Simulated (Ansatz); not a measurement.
Input file:

```yaml
accuracy: low
crystal:
  lattice:
    - [3.168712, -7.571, 0.0]
    - [3.168712, 7.571, 0.0]
    - [-2.788989, 0.0, 5.091468]
  atoms:
    - { symbol: Ca, position: [0.87638807, 0.516109, 0.6817208] }
    - { symbol: Ca, position: [0.66615126, 0.97400918, 0.34714238] }
    - { symbol: H, position: [0.62689643, 0.31404112, 0.11414649] }
    - { symbol: H, position: [0.40502942, 0.77960342, 0.66747572] }
    - { symbol: H, position: [-0.02210918, 0.93078255, 0.00457837] }
    - { symbol: H, position: [1.09165846, 0.10766327, 0.67829085] }
    - { symbol: H, position: [0.03400582, 0.89108207, 0.26131424] }
    - { symbol: H, position: [0.99232226, 0.13378036, 0.88058192] }
    - { symbol: H, position: [0.35155148, 0.37501663, 0.38229725] }
    - { symbol: H, position: [0.47365248, 0.46800372, 0.02771452] }
    - { symbol: H, position: [0.33996581, 0.18977328, 0.26602723] }
    - { symbol: H, position: [0.39186569, 0.55999429, 0.87037532] }
    - { symbol: P, position: [0.37196741, 0.03928291, 0.69645079] }
    - { symbol: P, position: [0.07942761, 0.43807116, 0.24982846] }
    - { symbol: O, position: [0.53554655, 0.30457244, 0.96011961] }
    - { symbol: O, position: [0.32782217, 0.59806515, 0.51252186] }
    - { symbol: O, position: [0.52657088, 0.11097258, 0.5397387] }
    - { symbol: O, position: [0.14231362, 0.56851381, 0.06337052] }
    - { symbol: O, position: [0.12047595, 0.928594, 0.57944022] }
    - { symbol: O, position: [0.95662465, 0.1714487, 0.14693805] }
    - { symbol: O, position: [0.37878369, 0.87575621, 0.80518105] }
    - { symbol: O, position: [0.86590856, 0.37164556, 0.32362912] }
    - { symbol: O, position: [0.05229392, 0.88362481, 0.08554497] }
    - { symbol: O, position: [0.98855861, 0.11502955, 0.7091544] }
    - { symbol: O, position: [0.48343999, 0.38221199, 0.41810823] }
    - { symbol: O, position: [0.43514114, 0.58001623, 1.04825995] }
basis:
  ecutwfc: 420.0
kpoints:
  mp_grid: { grid: [2, 2, 2] }
hamiltonian:
  xc: pbesol
scf:
  occupations: { method: fermi_dirac, width: 0.05 }
  lower_state_search: "off"
md:
  timestep: 0.5
  n_steps: 200
  ensemble: nvt_langevin
  temperature: 1920.0
  initial_velocities: maxwell_boltzmann
  seed: 315814
  friction: 0.01
```

Launched with:

```bash
$ ansatz run input.yaml --threads 1 --pin off --max-ram 3072MiB --backend cpu --events-out ev --progress --plain --runs-dir out
```

Hardware: 1 thread of Arm Neoverse V2 (shared host).

**Question.** Roughly how long does this run take, and how much memory?

**Answer.** 19 min, with a peak of 0.65 GiB, for 201 ionic steps.
